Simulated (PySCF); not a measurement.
# C2H10BNSi: the cost of one run

The runs use PySCF 2.14.0, with density-fitted response routines of our own; the level of theory stands in each step. All values are computed, except where a source is named. Atoms are numbered from 0 throughout.

## (1) The starting structure

15 atoms, charge 0, multiplicity 1; geometry from: GFN2-xTB. The atoms were then displaced at random by about 0.01 Å, so the start is not that level's minimum.

Bonds of the start (Å): C0–B1 1.55, B1–C2 1.58, B1–Si3 2.00, Si3–N4 1.72, C0–H5 1.12, C0–H6 1.09, C0–H7 1.08, C2–H8 1.06, C2–H9 1.09, C2–H10 1.10, Si3–H11 1.47, Si3–H12 1.48, N4–H13 1.01, N4–H14 1.01.

## (2) Geometry optimisation at PBE0-D3(BJ)/def2-SVP

Job settings and geometry (Å):

```
{"job": {"xc": "PBE0", "basis": "def2-SVP", "d3": "d3bj", "grid": 1, "shake": 0.01, "kind": "geom"}, "charge": 0, "multiplicity": 1}
C     -1.657200     0.659040     0.978690
B     -0.574550    -0.065010     0.136890
C     -1.024280    -0.884380    -1.139370
Si     1.353700     0.006860     0.673820
N      2.283770     0.120420    -0.772420
H     -1.657410     1.745600     0.693710
H     -2.684830     0.337790     0.790900
H     -1.482920     0.667600     2.043490
H     -1.959590    -0.575540    -1.543500
H     -0.258850    -0.899200    -1.911400
H     -1.131440    -1.924740    -0.807660
H      1.851470    -1.221520     1.313630
H      1.633300     1.082350     1.644580
H      2.008960     0.814360    -1.446880
H      3.284540     0.118980    -0.661720
```

Started as:

```sh
OMP_NUM_THREADS=1 python probes_run.py task.json out
```

This one command runs all jobs of the session in turn.

**Question.** How long does this first job take on 1 thread of Arm Neoverse V1, shared host, and how much memory does it need?

About 62 s, with a peak of 0.53 GiB.
